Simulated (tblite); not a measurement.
# C31H17: the cost of one run

Programs: tblite 0.8.0 and PySCF 2.14.0, with routines of our own; each step states its level. All values are computed. Atoms count from 0.

### Step 1. The starting structure

48 atoms, charge 0, multiplicity 2; geometry from: force field, distance geometry or constructed start.

### Step 2. Relaxing the molecule with GFN2-xTB

What the job is given:

```
{"job": {"kind": "relax", "xc": "GFN2-xTB", "basis": "xTB"}, "charge": 0, "multiplicity": 2}
C      2.894100    -3.679200     0.181500
C      4.271700    -3.332600     0.329900
C      4.651700    -2.049800     0.336300
C      3.656000    -0.938100     0.166400
C      4.081900     0.414100     0.080200
C      5.425400     0.867900     0.146700
C      5.771800     2.217000    -0.001400
C      4.784700     3.158200    -0.227000
C      3.455800     2.743000    -0.301400
C      3.092300     1.392500    -0.139800
C      1.738600     1.021000    -0.204600
C      1.255400    -0.294900    -0.012700
C      2.259800    -1.287300     0.094800
C      1.866000    -2.637400     0.069600
C      0.530100    -2.988200    -0.101800
C     -0.470300    -2.023200    -0.149000
C     -1.777700    -2.461800    -0.371900
C     -2.855500    -1.584800    -0.393400
C     -4.147100    -2.046200    -0.672300
C     -5.236500    -1.183500    -0.650000
C     -5.070300     0.163900    -0.316000
C     -6.166100     1.034100    -0.262100
C     -5.989500     2.370600     0.107800
C     -4.726700     2.834300     0.418500
C     -3.608900     1.988400     0.365800
C     -2.346700     2.433000     0.719400
C     -1.237200     1.577800     0.639600
C     -1.316600     0.243400     0.168600
C     -0.165500    -0.648900     0.002500
C     -2.635300    -0.225800    -0.084000
C     -3.764800     0.640100    -0.020100
H      2.601800    -4.720800     0.157900
H      4.999400    -4.133300     0.449000
H      5.697700    -1.815200     0.458500
H      6.246700     0.175200     0.314900
H      6.813400     2.523100     0.059200
H      5.036400     4.204400    -0.354000
H      2.689200     3.501600    -0.480900
H      1.039700     1.801800    -0.475500
H      0.269800    -4.044600    -0.179100
H     -1.965900    -3.525800    -0.539200
H     -4.309400    -3.101200    -0.911700
H     -6.222100    -1.576800    -0.885000
H     -7.163500     0.675800    -0.497000
H     -6.853000     3.035100     0.147900
H     -4.608400     3.880400     0.712800
H     -2.188500     3.450000     1.074900
H     -0.304100     1.974800     1.029200
```

Started as:

```console
$ OMP_NUM_THREADS=2 python large_run.py task.json out
```

This one command runs all jobs of the session in turn.

Q: Estimate the wall time and peak memory of this first job on 2 threads of Arm Neoverse N1, shared host.

About 3.3 s, with a peak of 0.19 GiB.
